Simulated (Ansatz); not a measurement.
# SbAs: the cost of one run

Computed with Ansatz 0.2.0, driven from Python. Level of theory: DFT r2SCAN, plane waves, PAW.

### Step 1. The system

It takes space group R3m (No. 160, trigonal). The conventional cell has a = 4.065 Å, b = 4.065 Å, c = 11.150 Å, α = 90.00°, β = 90.00°, γ = 120.00°. Around Sb (site symmetry 3m) lie 3 As at 2.73 Å. As (site symmetry 3m) is surrounded by 3 Sb at 2.73 Å.

The script holds or builds the structure itself.

### Step 2. Script

Input file relax_sbas.py:

```python
"""Ionic relaxation of SbAs."""

import warnings

import ansatz
from ase import Atoms
import matplotlib.pyplot as plt
import numpy as np

warnings.simplefilter("ignore", ansatz.DeckWarning)

atoms = Atoms(
    ["Sb", "As"],
    scaled_positions=[
        (0.229098, 0.229098, 0.229098),
        (0.7709, 0.7709, 0.7709),
    ],
    cell=[
        (2.032714, 1.173588, 3.716594),
        (-2.032714, 1.173588, 3.716594),
        (0.0, -2.347176, 3.716594),
    ],
    pbc=True,
)
structure = ansatz.Crystal.from_ase(atoms)

calc = (
    structure.calculation()
    .kpoints(6, 6, 6)
    .occupations("fermi_dirac")
    .functional("r2scan")
    .basis(530)
    .relax(force_tolerance=0.01, max_steps=40)
    .band_table()
)
steps = []


def follow(event):
    if event["event"] != "relax_step":
        return
    row = event["data"]
    steps.append(row)
    print(f"step {row['step']:3d}  E = {row['lagrangian_ev']:.5f} eV  largest force component = {row['allowed_force_max_ev_ang']:.4f} eV/A")


out = calc.session().plan(threads=1).execute(on_event=follow)
summary = out.report

first, last = steps[0], steps[-1]
symbols = [site.symbol for site in out.lattice.sites]
print(f"energy gained {first['lagrangian_ev'] - last['lagrangian_ev']:.4f} eV in {len(steps) - 1} steps")

fig, (top, bottom) = plt.subplots(2, 1, sharex=True, figsize=(4.5, 4))
top.plot([s["lagrangian_ev"] - last["lagrangian_ev"] for s in steps], "o-")
top.set_ylabel("E - E(final) (eV)")
bottom.semilogy([max(s["allowed_force_max_ev_ang"], 1e-6) for s in steps], "s-")
bottom.set(xlabel="step", ylabel="largest force (eV/A)")
fig.tight_layout()
fig.savefig("relax.png", dpi=100)

print("relaxed fractional positions")
for site in out.lattice.sites:
    print(f"  {site.symbol:2s}", " ".join(f"{v % 1:8.5f}" for v in np.round(site.position_frac, 5)))

for key in ("converged", "n_iterations", "n_electrons", "n_kpoints", "n_pw", "n_symmetry_ops", "free_energy_ev", "fermi_energy_ev"):
    print(f"{key:18s} {summary[key]}")

# direct or indirect, as far as the mesh can tell
levels = np.array(summary["eigenvalues_ev"])
filled = round(summary["n_electrons"] / 2)
top, bottom = levels[:, filled - 1], levels[:, filled]
print("top of band", filled, "at k =", summary["kpoints_frac"][top.argmax()], f"{top.max():.4f} eV")
print("bottom of band", filled + 1, "at k =", summary["kpoints_frac"][bottom.argmin()], f"{bottom.min():.4f} eV")
print(f"gap by band count {bottom.min() - top.max():.3f} eV, least direct gap {(bottom - top).min():.3f} eV")
```

### Step 3. Running it

Run with:

```console
> python relax_sbas.py
```

What time and memory should one allow on 1 thread of Intel Xeon 6975P-C (Granite Rapids), shared host?

About 19 s, with a peak of 0.71 GiB.
